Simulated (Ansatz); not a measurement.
# HfSeS4: the cost of one run

Program: Ansatz 0.2.0. Level of theory: DFT PBE, scalar-relativistic, plane waves, PAW. These are calculated values, not measurements.

## 1. Starting point

The structure is cubic, space group F-43m (No. 216). The conventional cell has a = 8.121 Å, b = 8.121 Å, c = 8.121 Å, α = 90.00°, β = 90.00°, γ = 90.00°. Around Hf (site symmetry -43m) lie 12 S at 3.37 Å and 4 Se at 3.52 Å. Se (site symmetry -43m) has 12 S at 3.37 Å and 4 Hf at 3.52 Å as nearest neighbours. Around S (site symmetry 3m) lie 6 S at 2.86 to 2.88 Å and 3 Se at 3.37 Å and 3 Hf at 3.37 Å.

Coordinates:

```cif
data_structure
_symmetry_space_group_name_H-M 'F-43m'
_symmetry_Int_Tables_number 216
_cell_length_a 8.1213
_cell_length_b 8.1213
_cell_length_c 8.1213
_cell_angle_alpha 90.000
_cell_angle_beta 90.000
_cell_angle_gamma 90.000
_cell_volume 535.65
loop_
_atom_site_label
_atom_site_type_symbol
_atom_site_symmetry_multiplicity
_atom_site_Wyckoff_symbol
_atom_site_fract_x
_atom_site_fract_y
_atom_site_fract_z
_atom_site_occupancy
Hf1 Hf 4 c 0.25000 0.25000 0.25000 1
Se1 Se 4 a 0.00000 0.00000 0.00000 1
S1 S 16 e 0.87450 0.37450 0.12550 1
```

A structure generator made this guess: species swapped into a database cell of ZrCu4Ag (F-43m, No. 216), with Hf on the Zr sites, S on the Cu sites and Se on the Ag sites. Lengths come from tabulated atomic sizes and are only a guess.

## 2. The guess as it stands, on a coarse mesh

input.yaml reads:

```yaml
crystal:
  lattice:
    - [0.0, 4.06065632, 4.06065632]
    - [4.06065632, 0.0, 4.06065632]
    - [4.06065632, 4.06065632, 0.0]
  atoms:
    - { symbol: Hf, position: [0.75, 0.75, 0.75] }
    - { symbol: Se, position: [0.0, 0.0, 0.0] }
    - { symbol: S, position: [0.87650383, 0.37449872, 0.37449872] }
    - { symbol: S, position: [0.37449872, 0.37449872, 0.37449872] }
    - { symbol: S, position: [0.37449872, 0.87650383, 0.37449872] }
    - { symbol: S, position: [0.37449872, 0.37449872, 0.87650383] }
basis:
  ecutwfc: 420
kpoints:
  mp_grid: { grid: [4, 4, 4] }
hamiltonian:
  xc: pbe
scf:
  occupations: { method: gaussian, width: 0.1 }
  lower_state_search: "off"
output:
  forces: true
  stress: true
  eigenvalues: true
```

The run is started by

```sh
$ ansatz run input.yaml --threads 1 --pin off --max-ram 2560MiB --backend cpu --events-out ev --progress --plain --runs-dir out
```

Q: Estimate wall time and peak memory on 1 thread of Intel Xeon Platinum 8375C at 2.90GHz (Ice Lake), shared host.

About 3.9 s, with a peak of 0.43 GiB.
